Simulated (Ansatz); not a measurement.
**C2H9O2SiY: one species, many functionals**

One table from this session's results is given with a row withheld; the runs are named, their logs left out.

The runs use Ansatz 0.2.0, Gaussian basis; functionals in def2-TZVPP.

The runs, in order: LDA (SPW92), PBE-D4, revPBE-D4, BLYP-D4, r2SCAN-D4, B97M-V, PBE0-D4, B3LYP-D4, r2SCANh-D4, r2SCAN0-D4.

## Structure used throughout

The geometry comes from an earlier relaxation with PBE0-D4 in a triple-zeta def2 set; it is a stationary point, not always the lowest conformer. Y takes the def2 core potential; no spin-orbit term is included.

SMILES `C[O][Y]([CH3])[O][SiH3]`, 15 atoms, charge 0, spin multiplicity 1.

Atoms are counted from 1 here; the program's logs count them from 0.

Bond lengths: C1–O2 1.387 Å, C1–H7 1.097 Å, C1–H8 1.097 Å, C1–H9 1.098 Å, O2–Y3 2.006 Å, Y3–C4 2.365 Å, Y3–O5 2.057 Å, C4–H10 1.098 Å, C4–H11 1.098 Å, C4–H12 1.099 Å, O5–Si6 1.623 Å, Si6–H13 1.492 Å, Si6–H14 1.491 Å, Si6–H15 1.491 Å. Angles: O2–C1–H7 111.1°, O2–C1–H8 111.0°, O2–C1–H9 111.5°, H7–C1–H8 107.5°, H7–C1–H9 107.8°, H8–C1–H9 107.7°, C1–O2–Y3 172.7°, O2–Y3–C4 113.7°, O2–Y3–O5 121.7°, C4–Y3–O5 114.9°, Y3–C4–H10 113.6°, Y3–C4–H11 113.7°, Y3–C4–H12 110.6°, H10–C4–H11 106.9°, H10–C4–H12 105.9°, H11–C4–H12 105.6°, Y3–O5–Si6 174.8°, O5–Si6–H13 111.1° and more.

Set-up of the first run:

in.yaml reads:

```yaml
crystal:
  periodic: [false, false, false]
  atoms:
    - {symbol: C, position_ang: [-3.020968, 0.855742, 0.712499]}
    - {symbol: O, position_ang: [-1.757019, 0.286496, 0.765151]}
    - {symbol: Y, position_ang: [0.126318, -0.393646, 0.638191]}
    - {symbol: C, position_ang: [0.273567, -2.713276, 0.199180]}
    - {symbol: O, position_ang: [1.633097, 0.740491, -0.184001]}
    - {symbol: Si, position_ang: [2.732435, 1.658985, -0.945969]}
    - {symbol: H, position_ang: [-3.618271, 0.418664, -0.097278]}
    - {symbol: H, position_ang: [-3.566009, 0.690732, 1.650534]}
    - {symbol: H, position_ang: [-2.967847, 1.938898, 0.542618]}
    - {symbol: H, position_ang: [1.299562, -3.102938, 0.233640]}
    - {symbol: H, position_ang: [-0.324613, -3.330491, 0.882883]}
    - {symbol: H, position_ang: [-0.100805, -2.941486, -0.808865]}
    - {symbol: H, position_ang: [2.580696, 3.096755, -0.576818]}
    - {symbol: H, position_ang: [2.591003, 1.551201, -2.426390]}
    - {symbol: H, position_ang: [4.118854, 1.243874, -0.585387]}
basis:
  gaussian: {orbitals: def2-TZVPP}
hamiltonian: {xc: lda}
output: {orbitals: {seedname: orbitals}}
```

Started as:

```console
ansatz run in.yaml --threads 2 --pin off --events-out ev --progress --plain --max-ram 20480MiB --backend cuda --devices 0, --max-vram 18GiB
```

Steps of the session up to this table: LDA; PBE-D4 (GGA); revPBE-D4 (GGA); BLYP-D4 (GGA); r2SCAN-D4 (meta-GGA); B97M-V (meta-GGA); B3LYP-D4 (hybrid); r2SCANh-D4 (hybrid); r2SCAN0-D4 (hybrid).

One table of the session follows, with a row left open; its other results are not shown here.

It belongs to the step «Frontier levels by functional». 

| functional | HOMO (eV) | LUMO (eV) | gap (eV) |
| --- | --- | --- | --- |
| LDA (SPW92) | -5.41 | -2.67 | 2.74 |
| PBE-D4 | -5.25 | -2.53 | 2.73 |
| revPBE-D4 | -5.18 | -2.43 | 2.75 |
| BLYP-D4 | ? | ? | ? |
| r2SCAN-D4 | -5.45 | -2.05 | 3.40 |
| B97M-V | -5.55 | -2.42 | 3.13 |
| PBE0-D4 | -6.48 | -1.79 | 4.69 |
| B3LYP-D4 | -6.25 | -2.13 | 4.12 |
| r2SCANh-D4 | -5.92 | -1.82 | 4.09 |
| r2SCAN0-D4 | -6.63 | -1.50 | 5.13 |

**Question.** Estimate the row for BLYP-D4.

**Answer.** HOMO (eV): -5.11; LUMO (eV): -2.56; gap (eV): 2.56. In the column «HOMO (eV)» it is the highest.
